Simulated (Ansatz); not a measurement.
**RuH₂ (quintet): B2PLYP, RPA-PBE over vertical spin and charge gaps, def2-SVP**

Aim: run RuH₂ (quintet) with these functionals over vertical spin and charge gaps, and hold them against the top wave-function level at the same points.

The runs use Ansatz 0.2.0, Gaussian basis; def2-SVP, all electrons in the functionals, frozen cores in the correlation of double hybrids and RPA.

The runs, in order: B2PLYP, RPA-PBE, at charge 0, quintet; charge 0, triplet; charge 0, septet; charge 1, quartet; charge 1, sextet.

5 further runs of the same task are left out: 5 set aside as unsound or not needed.

## (1) What is computed

The geometry is a PBE0/def2-TZVP stationary point (not a proven minimum). No spin-orbit coupling is included. Elements past krypton take def2 core potentials.

3 atoms, charge 0, spin multiplicity 5.

Atoms are counted from 1 here; the program's logs count them from 0.

Bond lengths: Ru1–H2 1.687 Å, Ru1–H3 1.687 Å. Angles: H2–Ru1–H3 140.7°.

As a file:

```
Ru    0.0000   -0.0111    0.0000
H     0.0000    0.5565   -1.5882
H     0.0000    0.5565    1.5882
```

No dispersion term is added.

The geometry shown and the zero of energy belong to the point charge 0, quintet. The yardstick, RCCSDTQ, and other wave-function levels (R restricted, U unrestricted, valence and pair active spaces) come from earlier runs.

## (2) B2PLYP, charge 0, quintet

File in.yaml:

```yaml
crystal:
  periodic: [false, false, false]
  atoms:
    - {symbol: Ru, position_ang: [0.000000, -0.011100, 0.000000]}
    - {symbol: H, position_ang: [0.000000, 0.556518, -1.588153]}
    - {symbol: H, position_ang: [0.000000, 0.556518, 1.588153]}
basis:
  gaussian: {orbitals: def2-SVP}
magnetization: {spin_polarized: true, initial_magnetization: 4}
hamiltonian: {xc: {name: B2PLYP}}
correlation: {electrons: outside_noble_gas}
```

Started as:

```
ansatz run in.yaml --threads 1 --pin off --events-out ev --progress --plain --max-ram 4096MiB --backend cpu
```

Standard output:

```text
Functional definition: B2PLYP
  name "B2PLYP"
  cite "Grimme, J. Chem. Phys. 124, 034108 (2006) doi:10.1063/1.2148954"
  cite "Becke, Phys. Rev. A 38, 3098 (1988) doi:10.1103/PhysRevA.38.3098"
  cite "Lee, Yang & Parr, Phys. Rev. B 37, 785 (1988) doi:10.1103/PhysRevB.37.785"
  parameter a = 0.53
  parameter c = 0.27
  exchange = (1 - a)*b88_x + a*exact_x
  correlation = (1 - c)*lyp_c + c*(mp2_os + mp2_ss)
434 factors; integrals over basis functions are off by at most 8.0e-4 eV
mean field evaluation 1: about -2602.5156 eV, gradient 1.3e1 eV
mean field evaluation 2: about -2602.5796 eV, gradient 1.3e1 eV
mean field evaluation 4: about -2603.4822 eV, gradient 1.4e0 eV
mean field evaluation 8: about -2603.5311 eV, gradient 2.1e-1 eV
mean field evaluation 16: about -2603.5331 eV, gradient 1.3e-4 eV
mean field evaluation 32: about -2603.6718 eV, gradient 5.2e-1 eV
mean field evaluation 64: about -2603.7152 eV, gradient 1.2e-2 eV
mean field evaluation 96: about -2603.5654 eV, gradient 4.4e0 eV
mean field -2603.71845721 eV, -95.6848884386 hartree, gradient 6.3e-10 eV, S^2 6.013785; 8 other end points of the search recorded, 0 dependent functions left out
4 core orbitals not correlated: weight in the atoms' cores, before any rotation towards them, 1.000 or more for the frozen orbitals, at most 0.000 for the correlated occupied ones
reference -2603.71859127 eV, -95.6848933653 hartree; 7, 3 occupied and 30, 34 virtual orbitals, 434 factors
second order -5.47958633 eV of doubles, -0.00000000 eV of singles
Total energy: -2605.19807958 eV, -95.7392635578 hartree
```

It took 9.5 s on 1 thread of AMD EPYC 7R13, shared host.

From the report: ⟨S²⟩ of the determinant 6.014 (pure quintet: 6.00).

## (3) B2PLYP, charge 0, triplet

Changes to in.yaml since step 2:

```diff
@@ -8,3 +8,3 @@
   gaussian: {orbitals: def2-SVP}
-magnetization: {spin_polarized: true, initial_magnetization: 4}
+magnetization: {spin_polarized: true, initial_magnetization: 2}
 hamiltonian: {xc: {name: B2PLYP}}
```

Launched as before.

Standard output, cut to the lines that bear on the results:

```text
Functional definition: B2PLYP
  name "B2PLYP"
  cite "Grimme, J. Chem. Phys. 124, 034108 (2006) doi:10.1063/1.2148954"
  cite "Becke, Phys. Rev. A 38, 3098 (1988) doi:10.1103/PhysRevA.38.3098"
  cite "Lee, Yang & Parr, Phys. Rev. B 37, 785 (1988) doi:10.1103/PhysRevB.37.785"
[...]
434 factors; integrals over basis functions are off by at most 8.0e-4 eV
[...]
mean field -2603.18475418 eV, -95.6652752140 hartree, gradient 1.6e-8 eV, S^2 2.509395; 12 other end points of the search recorded, 0 dependent functions left out
4 core orbitals not correlated: weight in the atoms' cores, before any rotation towards them, 1.000 or more for the frozen orbitals, at most 0.000 for the correlated occupied ones
reference -2603.18488903 eV, -95.6652801696 hartree; 6, 4 occupied and 31, 33 virtual orbitals, 434 factors
second order -6.31649943 eV of doubles, -0.00000000 eV of singles
Total energy: -2604.89034387 eV, -95.7279544792 hartree
```

Wall time 16 s (1 thread of AMD EPYC 7R13, shared host).

From the report: ⟨S²⟩ of the determinant 2.509 (pure triplet: 2.00). The determinant is far from a pure spin state, so its energy mixes those of several spin states (harmless only where they are near-degenerate, as at dissociation).

From charge 0, quintet: +29.7 kJ/mol.

## (4) B2PLYP, charge 0, septet

Changes to in.yaml since step 3:

```diff
@@ -8,3 +8,3 @@
   gaussian: {orbitals: def2-SVP}
-magnetization: {spin_polarized: true, initial_magnetization: 2}
+magnetization: {spin_polarized: true, initial_magnetization: 6}
 hamiltonian: {xc: {name: B2PLYP}}
```

Launched as before.

Standard output, cut to the lines that bear on the results:

```text
Functional definition: B2PLYP
  name "B2PLYP"
  cite "Grimme, J. Chem. Phys. 124, 034108 (2006) doi:10.1063/1.2148954"
  cite "Becke, Phys. Rev. A 38, 3098 (1988) doi:10.1103/PhysRevA.38.3098"
  cite "Lee, Yang & Parr, Phys. Rev. B 37, 785 (1988) doi:10.1103/PhysRevB.37.785"
[...]
434 factors; integrals over basis functions are off by at most 8.0e-4 eV
[...]
mean field -2600.22942161 eV, -95.5566687452 hartree, gradient 9.3e-7 eV, S^2 12.003593; 4 other end points of the search recorded, 0 dependent functions left out
4 core orbitals not correlated: weight in the atoms' cores, before any rotation towards them, 0.999 or more for the frozen orbitals, at most 0.000 for the correlated occupied ones
reference -2600.22955072 eV, -95.5566734900 hartree; 8, 2 occupied and 29, 35 virtual orbitals, 434 factors
second order -4.93265041 eV of doubles, -0.00000000 eV of singles
Total energy: -2601.56136633 eV, -95.6056168110 hartree
```

Wall time 2.4 s (1 thread of AMD EPYC 7R13, shared host).

From the report: ⟨S²⟩ of the determinant 12.004 (pure septet: 12.00).

From charge 0, quintet: +350.9 kJ/mol.

## (5) B2PLYP, charge 1, quartet

Changes to in.yaml since step 4:

```diff
@@ -8,3 +8,4 @@
   gaussian: {orbitals: def2-SVP}
-magnetization: {spin_polarized: true, initial_magnetization: 6}
+total_charge: 1
+magnetization: {spin_polarized: true, initial_magnetization: 3}
 hamiltonian: {xc: {name: B2PLYP}}
```

Same command.

Standard output, cut to the lines that bear on the results:

```text
Functional definition: B2PLYP
  name "B2PLYP"
  cite "Grimme, J. Chem. Phys. 124, 034108 (2006) doi:10.1063/1.2148954"
  cite "Becke, Phys. Rev. A 38, 3098 (1988) doi:10.1103/PhysRevA.38.3098"
  cite "Lee, Yang & Parr, Phys. Rev. B 37, 785 (1988) doi:10.1103/PhysRevB.37.785"
[...]
434 factors; integrals over basis functions are off by at most 8.0e-4 eV
[...]
mean field -2594.99279383 eV, -95.3642262239 hartree, gradient 1.9e-6 eV, S^2 4.215152; 12 other end points of the search recorded, 0 dependent functions left out
4 core orbitals not correlated: weight in the atoms' cores, before any rotation towards them, 1.000 or more for the frozen orbitals, at most 0.000 for the correlated occupied ones
reference -2594.99292096 eV, -95.3642308961 hartree; 6, 3 occupied and 31, 34 virtual orbitals, 434 factors
second order -5.18825237 eV of doubles, -0.00000000 eV of singles
Total energy: -2596.39374910 eV, -95.4157103807 hartree
```

Run time: 15 s. Hardware: 1 thread of AMD EPYC 7R13, shared host.

From the report: ⟨S²⟩ of the determinant 4.215 (pure quartet: 3.75).

From charge 0, quintet: +849.5 kJ/mol.

## (6) B2PLYP, charge 1, sextet

Changes to in.yaml since step 5:

```diff
@@ -9,3 +9,3 @@
 total_charge: 1
-magnetization: {spin_polarized: true, initial_magnetization: 3}
+magnetization: {spin_polarized: true, initial_magnetization: 5}
 hamiltonian: {xc: {name: B2PLYP}}
```

Launched as before.

Standard output, cut to the lines that bear on the results:

```text
Functional definition: B2PLYP
  name "B2PLYP"
  cite "Grimme, J. Chem. Phys. 124, 034108 (2006) doi:10.1063/1.2148954"
  cite "Becke, Phys. Rev. A 38, 3098 (1988) doi:10.1103/PhysRevA.38.3098"
  cite "Lee, Yang & Parr, Phys. Rev. B 37, 785 (1988) doi:10.1103/PhysRevB.37.785"
[...]
434 factors; integrals over basis functions are off by at most 8.0e-4 eV
[...]
mean field -2594.81683841 eV, -95.3577599814 hartree, gradient 5.0e-6 eV, S^2 8.754048; 4 other end points of the search recorded, 0 dependent functions left out
4 core orbitals not correlated: weight in the atoms' cores, before any rotation towards them, 1.000 or more for the frozen orbitals, at most 0.000 for the correlated occupied ones
reference -2594.81697102 eV, -95.3577648551 hartree; 7, 2 occupied and 30, 35 virtual orbitals, 434 factors
second order -4.61979986 eV of doubles, -0.00000000 eV of singles
Total energy: -2596.06431699 eV, -95.4036039737 hartree
```

It took 1.8 s on 1 thread of AMD EPYC 7R13, shared host.

From the report: ⟨S²⟩ of the determinant 8.754 (pure sextet: 8.75).

From charge 0, quintet: +881.3 kJ/mol.

## (7) RPA-PBE, charge 0, quintet

File in.yaml:

```yaml
crystal:
  periodic: [false, false, false]
  atoms:
    - {symbol: Ru, position_ang: [0.000000, -0.011100, 0.000000]}
    - {symbol: H, position_ang: [0.000000, 0.556518, -1.588153]}
    - {symbol: H, position_ang: [0.000000, 0.556518, 1.588153]}
basis:
  gaussian: {orbitals: def2-SVP}
magnetization: {spin_polarized: true, initial_magnetization: 4}
hamiltonian: {xc: {name: PBE}}
correlation: {method: rpa, electrons: outside_noble_gas}
```

The command is unchanged.

Standard output, cut to the lines that bear on the results:

```text
Functional definition: PBE
  name "PBE"
  cite "Perdew, Burke & Ernzerhof, Phys. Rev. Lett. 77, 3865 (1996) doi:10.1103/PhysRevLett.77.3865"
  parent pbe
[...]
434 factors; integrals over basis functions are off by at most 8.0e-4 eV
[...]
mean field -2611.47676972 eV, -95.9700011646 hartree, gradient 2.4e-9 eV, S^2 6.004372; 22 other end points of the search recorded, 0 dependent functions left out
4 core orbitals not correlated: weight in the atoms' cores, before any rotation towards them, 1.000 or more for the frozen orbitals, at most 0.000 for the correlated occupied ones
reference -2589.84617620 eV, -95.1750915145 hartree; 7, 3 occupied and 30, 34 virtual orbitals, 434 factors
Total energy: -2598.31556623 eV, -95.4863358574 hartree
```

It took 15 s on 1 thread of AMD EPYC 7R13, shared host.

From the report: ⟨S²⟩ of the determinant 6.004 (pure quintet: 6.00).

## (8) RPA-PBE, charge 0, triplet

Changes to in.yaml since step 7:

```diff
@@ -8,3 +8,3 @@
   gaussian: {orbitals: def2-SVP}
-magnetization: {spin_polarized: true, initial_magnetization: 4}
+magnetization: {spin_polarized: true, initial_magnetization: 2}
 hamiltonian: {xc: {name: PBE}}
```

Same command.

Standard output, cut to the lines that bear on the results:

```text
Functional definition: PBE
  name "PBE"
  cite "Perdew, Burke & Ernzerhof, Phys. Rev. Lett. 77, 3865 (1996) doi:10.1103/PhysRevLett.77.3865"
  parent pbe
[...]
434 factors; integrals over basis functions are off by at most 8.0e-4 eV
[...]
mean field -2611.48444351 eV, -95.9702831712 hartree, gradient 9.8e-9 eV, S^2 2.051883; 22 other end points of the search recorded, 0 dependent functions left out
4 core orbitals not correlated: weight in the atoms' cores, before any rotation towards them, 1.000 or more for the frozen orbitals, at most 0.000 for the correlated occupied ones
reference -2588.35098921 eV, -95.1201444060 hartree; 6, 4 occupied and 31, 33 virtual orbitals, 434 factors
Total energy: -2598.04698771 eV, -95.4764657788 hartree
```

It took 17 s on 1 thread of AMD EPYC 7R13, shared host.

From the report: ⟨S²⟩ of the determinant 2.052 (pure triplet: 2.00).

From charge 0, quintet: +25.9 kJ/mol.

## (9) RPA-PBE, charge 0, septet

Changes to in.yaml since step 8:

```diff
@@ -8,3 +8,3 @@
   gaussian: {orbitals: def2-SVP}
-magnetization: {spin_polarized: true, initial_magnetization: 2}
+magnetization: {spin_polarized: true, initial_magnetization: 6}
 hamiltonian: {xc: {name: PBE}}
```

Launched as before.

Standard output, cut to the lines that bear on the results:

```text
Functional definition: PBE
  name "PBE"
  cite "Perdew, Burke & Ernzerhof, Phys. Rev. Lett. 77, 3865 (1996) doi:10.1103/PhysRevLett.77.3865"
  parent pbe
[...]
434 factors; integrals over basis functions are off by at most 8.0e-4 eV
[...]
mean field -2607.77395987 eV, -95.8339254127 hartree, gradient 5.5e-6 eV, S^2 12.001086; 16 other end points of the search recorded, 0 dependent functions left out
4 core orbitals not correlated: weight in the atoms' cores, before any rotation towards them, 1.000 or more for the frozen orbitals, at most 0.000 for the correlated occupied ones
reference -2587.47038948 eV, -95.0877829629 hartree; 8, 2 occupied and 29, 35 virtual orbitals, 434 factors
Total energy: -2594.94458114 eV, -95.3624544402 hartree
```

It took 8 s on 1 thread of AMD EPYC 7R13, shared host.

From the report: ⟨S²⟩ of the determinant 12.001 (pure septet: 12.00).

From charge 0, quintet: +325.3 kJ/mol.

## (10) RPA-PBE, charge 1, quartet

Changes to in.yaml since step 9:

```diff
@@ -8,3 +8,4 @@
   gaussian: {orbitals: def2-SVP}
-magnetization: {spin_polarized: true, initial_magnetization: 6}
+total_charge: 1
+magnetization: {spin_polarized: true, initial_magnetization: 3}
 hamiltonian: {xc: {name: PBE}}
```

Launched as before.

Standard output, cut to the lines that bear on the results:

```text
Functional definition: PBE
  name "PBE"
  cite "Perdew, Burke & Ernzerhof, Phys. Rev. Lett. 77, 3865 (1996) doi:10.1103/PhysRevLett.77.3865"
  parent pbe
[...]
434 factors; integrals over basis functions are off by at most 8.0e-4 eV
[...]
mean field -2602.88289681 eV, -95.6541821603 hartree, gradient 9.2e-6 eV, S^2 3.832316; 14 other end points of the search recorded, 0 dependent functions left out
4 core orbitals not correlated: weight in the atoms' cores, before any rotation towards them, 1.000 or more for the frozen orbitals, at most 0.000 for the correlated occupied ones
reference -2581.09388236 eV, -94.8534506485 hartree; 6, 3 occupied and 31, 34 virtual orbitals, 434 factors
Total energy: -2589.74351553 eV, -95.1713188045 hartree
```

It took 12 s on 1 thread of AMD EPYC 7R13, shared host.

From the report: ⟨S²⟩ of the determinant 3.832 (pure quartet: 3.75).

From charge 0, quintet: +827.1 kJ/mol.

## (11) RPA-PBE, charge 1, sextet

Changes to in.yaml since step 10:

```diff
@@ -9,3 +9,3 @@
 total_charge: 1
-magnetization: {spin_polarized: true, initial_magnetization: 3}
+magnetization: {spin_polarized: true, initial_magnetization: 5}
 hamiltonian: {xc: {name: PBE}}
```

Same command.

Standard output, cut to the lines that bear on the results:

```text
Functional definition: PBE
  name "PBE"
  cite "Perdew, Burke & Ernzerhof, Phys. Rev. Lett. 77, 3865 (1996) doi:10.1103/PhysRevLett.77.3865"
  parent pbe
[...]
434 factors; integrals over basis functions are off by at most 8.0e-4 eV
[...]
mean field -2602.15429642 eV, -95.6274065898 hartree, gradient 1.7e-7 eV, S^2 8.750994; 13 other end points of the search recorded, 0 dependent functions left out
4 core orbitals not correlated: weight in the atoms' cores, before any rotation towards them, 1.000 or more for the frozen orbitals, at most 0.000 for the correlated occupied ones
reference -2582.16069467 eV, -94.8926552778 hartree; 7, 2 occupied and 30, 35 virtual orbitals, 434 factors
Total energy: -2589.25623420 eV, -95.1534115458 hartree
```

It took 6.5 s on 1 thread of AMD EPYC 7R13, shared host.

From the report: ⟨S²⟩ of the determinant 8.751 (pure sextet: 8.75).

From charge 0, quintet: +874.1 kJ/mol.

## (12) Against the wave-function levels

The yardstick is RCCSDTQ, where the cluster series has nearly closed. It comes from earlier runs at the same points. Energies in kJ/mol, counted from charge 0, quintet; blanks weren't run or aren't comparable.

| level | quintet to triplet | quintet to septet | ionisation to the quartet cation | ionisation to the sextet cation |
| --- | --- | --- | --- | --- |
| RCCSDTQ | 40.9 | 304.6 | 809.2 | 847.4 |
| B2PLYP |  | 350.9 | 849.5 | 881.3 |
| RPA-PBE | 25.9 | 325.3 | 827.1 | 874.1 |

Largest miss and mean time a point (RCCSDTQ took 78 s a point; shared hosts):

| level | largest miss (kJ/mol) | where | time a point |
| --- | --- | --- | --- |
| B2PLYP | +46.2 | quintet to septet | 8.9 s |
| RPA-PBE | +26.6 | ionisation to the sextet cation | 12 s |

## (13) What came out

| quantity | value |
| --- | --- |
| quintet to triplet, RCCSDTQ | 40.9 kJ/mol |
| quintet to septet, RCCSDTQ | 304.6 kJ/mol |
| ionisation to the quartet cation, RCCSDTQ | 809.2 kJ/mol |
| ionisation to the sextet cation, RCCSDTQ | 847.4 kJ/mol |
| largest miss, B2PLYP | +46.2 kJ/mol (quintet to septet) |
| largest miss, RPA-PBE | +26.6 kJ/mol (ionisation to the sextet cation) |

RPA-PBE strays by up to 26.6 kJ/mol, at ionisation to the sextet cation. Functionals and the yardstick converge differently with the basis, so part of each miss in def2-SVP is the basis.
